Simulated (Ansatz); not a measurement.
**Cd3Pd: how the settings move a relaxation**

Aim: see which settings change the result for Cd3Pd, by how much, and at what cost.

Program: Ansatz 0.2.0. Level of theory: reference: DFT, LDA, PAW with Ansatz's default frozen-core files, scalar-relativistic; relaxation of cell and atoms. These are calculated values, not measurements.

### 1 The starting structure

Symmetry: I4/mmm, No. 139, tetragonal system. Conventional cell: a = 4.142 Å, b = 4.142 Å, c = 8.707 Å, α = 90.00°, β = 90.00°, γ = 90.00°. Cd (site symmetry -4m2) has 8 Cd at 2.93 to 3.00 Å and 4 Pd at 3.00 Å as nearest neighbours. Cd (site symmetry 4/mmm) is surrounded by 4 Pd at 2.93 Å and 8 Cd at 3.00 Å. Pd (site symmetry 4/mmm) is surrounded by 12 Cd at 2.93 to 3.00 Å.

As a file:

```cif
data_structure
_symmetry_space_group_name_H-M 'I4/mmm'
_symmetry_Int_Tables_number 139
_cell_length_a 4.1420
_cell_length_b 4.1420
_cell_length_c 8.7068
_cell_angle_alpha 90.000
_cell_angle_beta 90.000
_cell_angle_gamma 90.000
_cell_volume 149.38
loop_
_atom_site_label
_atom_site_type_symbol
_atom_site_symmetry_multiplicity
_atom_site_Wyckoff_symbol
_atom_site_fract_x
_atom_site_fract_y
_atom_site_fract_z
_atom_site_occupancy
Cd1 Cd 4 d 0.00000 0.50000 0.25000 1
Cd2 Cd 2 b 0.50000 0.50000 0.00000 1
Pd1 Pd 2 a 0.00000 0.00000 0.00000 1
```

### 2 Reference

The input, input.yaml:

```yaml
crystal:
  lattice:
    - [-2.07102298, 2.07102298, 4.35339222]
    - [2.07102298, -2.07102298, 4.35339222]
    - [2.07102298, 2.07102298, -4.35339222]
  atoms:
    - { symbol: Cd, position: [0.75, 0.25, 0.5] }
    - { symbol: Cd, position: [0.25, 0.75, 0.5] }
    - { symbol: Cd, position: [0.5, 0.5, 0.0] }
    - { symbol: Pd, position: [0.0, 0.0, 0.0] }
kpoints:
  mp_grid: { grid: [12, 12, 12] }
scf:
  occupations: { method: fermi_dirac, width: 0.1 }
hamiltonian:
  xc: lda
  pseudopotentials: { kind: paw }
relax:
  f_tol: 0.002
  max_steps: 80
  cell: {}
output:
  forces: true
  stress: true
```

Launch:

```sh
> ansatz run input.yaml --threads 2 --pin off --max-ram 6144MiB --backend cpu --events-out ev --progress --plain --runs-dir out
```

### 3 Changed: ecutwfc 40.4 Ry

Edit input.yaml of step 2 so:

```diff
@@ -24 +24,3 @@
   stress: true
+basis:
+  ecutwfc: "40.4 Ry"
```

Before running it: what results should come out? Wanted: for each run, ending; energy change; pressure; gap; force.

As calculated:

| run | ending | energy change | pressure (GPa) | gap (eV) | force (eV/Å) | cycles | time |
| --- | --- | --- | --- | --- | --- | --- | --- |
| reference | converged | 0 | 0.0 | 0.00 | 0.00 | 38 | 81 s |
| 1: ecutwfc 40.4 Ry | converged | -1.0 meV/atom | 0.0 | 0.00 | 0.00 | 37 | 83 s |

Changing the cutoff moves the energy by -1.0 meV/atom.
